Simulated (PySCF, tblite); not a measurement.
# C6H8BF: geometry, infrared bands and NMR shifts

Aim: predict the infrared bands and NMR shifts of C6H8BF (`FC1=CC=CCCB1`).

Programs: tblite 0.8.0 and PySCF 2.14.0, with density-fitted response routines of our own. Each step states its level of theory. These are calculated values for one molecule in the gas phase, unless marked as measured. Atoms are numbered from 0 throughout.

**1. The starting structure**

16 atoms, charge 0, multiplicity 1; geometry from: force field or distance geometry start.

Bonds of the start (Å): F0–C1 1.37, C1–C2 1.34, C2–C3 1.46, C3–C4 1.33, C4–C5 1.47, C5–C6 1.49, C6–B7 1.61, B7–C1 1.57, C2–H8 1.07, C3–H9 1.09, C4–H10 1.08, C5–H11 1.13, C5–H12 1.13, C6–H13 1.10, C6–H14 1.11, B7–H15 1.19.

**2. Optimising the geometry with GFN2-xTB**

Job settings and geometry (Å):

```
{"job": {"kind": "relax", "xc": "GFN2-xTB", "basis": "xTB"}, "charge": 0, "multiplicity": 1}
F      1.604400     2.736500     0.128300
C      0.998200     1.510900     0.068000
C      1.811600     0.441400     0.080000
C      1.378300    -0.948400     0.017900
C      0.195000    -1.530200     0.156500
C     -1.143300    -0.954200     0.380600
C     -1.460600     0.267200    -0.415300
B     -0.566600     1.528200     0.030700
H      2.864300     0.608400     0.116700
H      2.175100    -1.678800    -0.139100
H      0.220800    -2.610100     0.058500
H     -1.864200    -1.751600     0.033200
H     -1.369600    -0.795900     1.474500
H     -2.534900     0.486900    -0.313000
H     -1.299200     0.092400    -1.502200
H     -1.016800     2.606200    -0.186700
```

Launch:

```sh
$ OMP_NUM_THREADS=1 python probes_run.py task.json out
```

This one command runs all jobs of the session in turn.

**Question.** This job is followed by: GFN2-xTB harmonic vibrations, gas phase; GIAO PBE0/pcSseg-1 NMR shielding, non-relativistic, gas phase. What will the session give for the following? strongest single infrared mode (GFN2-xTB); zero-point energy (GFN2-xTB); 13C shifts against TMS (PBE0/pcSseg-1); 1H shifts against TMS (PBE0/pcSseg-1, means over atoms taken as alike); 19F shifts against CFCl3 (PBE0/pcSseg-1); 11B shifts against BF3·OEt2 (PBE0/pcSseg-1).

As calculated:

```
                                                              quantity                                       value
                             strongest single infrared mode (GFN2-xTB)                       1038 cm⁻¹, 145 km/mol
                                          zero-point energy (GFN2-xTB)                               77.6 kcal/mol
                                13C shifts against TMS (PBE0/pcSseg-1)  190.4, 146.7, 141.6, 130.5, 33.5, 28.5 ppm
1H shifts against TMS (PBE0/pcSseg-1, means over atoms taken as alike)      7.13, 6.87, 6.71, 6.43, 2.22, 1.63 ppm
                              19F shifts against CFCl3 (PBE0/pcSseg-1)                                   -97.5 ppm
                           11B shifts against BF3·OEt2 (PBE0/pcSseg-1)                                    68.2 ppm
```

**Reading.** Over 84 steps the energy fell by 0.411 eV; of the close pairs, C5–C6 changed most, 1.492 to 1.536 Å. No mode is imaginary among the 42: a minimum at this level. The strongest single mode, at 1038 cm⁻¹, is spread over many atoms; the largest shares are those of C1, H15. Unscaled tight-binding wavenumbers are off by several per cent, some by more. Its intensities can rank the bands wrongly.
